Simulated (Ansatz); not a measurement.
**C₃H₅ClOSi: small, medium and large basis sets**

The task here is to estimate one member of a computed series from the others.

Method: one geometry, several basis sets; program: Ansatz 0.2.0, Gaussian basis.

Levels to be run: PBE0-D4/def2-SVP; ωB97M-V/def2-SVP; PBE0-D4/def2-QZVPP; ωB97M-V/def2-QZVPP; the functionals' def2-TZVPP values are taken from earlier runs.

## The geometry

The geometry comes from an earlier relaxation with PBE0-D4 in a triple-zeta def2 set; it is a stationary point, not always the lowest conformer.

11 atoms, charge 0, spin multiplicity 1.

Atoms are counted from 1 here; the program's logs count them from 0.

Bond lengths: C1–C2 1.298 Å, C1–H7 1.087 Å, C1–H8 1.087 Å, C2–C3 1.302 Å, C3–Cl4 1.745 Å, C3–O5 1.339 Å, O5–Si6 1.670 Å, Si6–H9 1.483 Å, Si6–H10 1.479 Å, Si6–H11 1.481 Å. Angles: C2–C1–H7 121.5°, C2–C1–H8 121.5°, H7–C1–H8 117.0°, C1–C2–C3 178.9°, C2–C3–Cl4 119.8°, C2–C3–O5 124.8°, Cl4–C3–O5 115.4°, C3–O5–Si6 126.8°, O5–Si6–H9 110.2°, O5–Si6–H10 103.6°, O5–Si6–H11 111.1°, H9–Si6–H10 111.1°, H9–Si6–H11 110.3°, H10–Si6–H11 110.4°.

Set-up of the first run:

in.yaml

```yaml
crystal:
  periodic: [false, false, false]
  atoms:
    - {symbol: C, position_ang: [1.189358, -2.472752, 0.588628]}
    - {symbol: C, position_ang: [0.610538, -1.424241, 0.087020]}
    - {symbol: C, position_ang: [0.036694, -0.380989, -0.438656]}
    - {symbol: Cl, position_ang: [-1.180636, -0.589992, -1.671693]}
    - {symbol: O, position_ang: [0.326287, 0.888525, -0.126070]}
    - {symbol: Si, position_ang: [-0.745012, 2.166177, -0.040160]}
    - {symbol: H, position_ang: [0.786213, -2.982786, 1.459878]}
    - {symbol: H, position_ang: [2.101046, -2.878915, 0.157417]}
    - {symbol: H, position_ang: [-1.953717, 1.770141, 0.723270]}
    - {symbol: H, position_ang: [0.017978, 3.212502, 0.673971]}
    - {symbol: H, position_ang: [-1.123347, 2.635332, -1.393003]}
basis:
  gaussian: {orbitals: def2-SVP}
hamiltonian: {xc: pbe0, dispersion: d4}
output: {orbitals: {seedname: orbitals}}
```

Steps of the session up to this table: PBE0-D4 in def2-SVP; ωB97M-V in def2-SVP; PBE0-D4 in def2-QZVPP; ωB97M-V in def2-QZVPP.

One table of the session follows, with a row left open; its other results are not shown here.

It belongs to the step «Density functionals: the series». 

```
functional       basis  HOMO (eV)
   PBE0-D4    def2-SVP      -6.79
   PBE0-D4  def2-TZVPP      -6.86
   PBE0-D4  def2-QZVPP      -6.89
   ωB97M-V    def2-SVP          ?
   ωB97M-V  def2-TZVPP      -9.04
   ωB97M-V  def2-QZVPP      -9.07
```

Estimate the missing values for ωB97M-V, def2-SVP.

The run gave: HOMO (eV): -8.93. In the column «HOMO (eV)» it lies between ωB97M-V, def2-TZVPP (-9.04) and PBE0-D4, def2-QZVPP (-6.89).
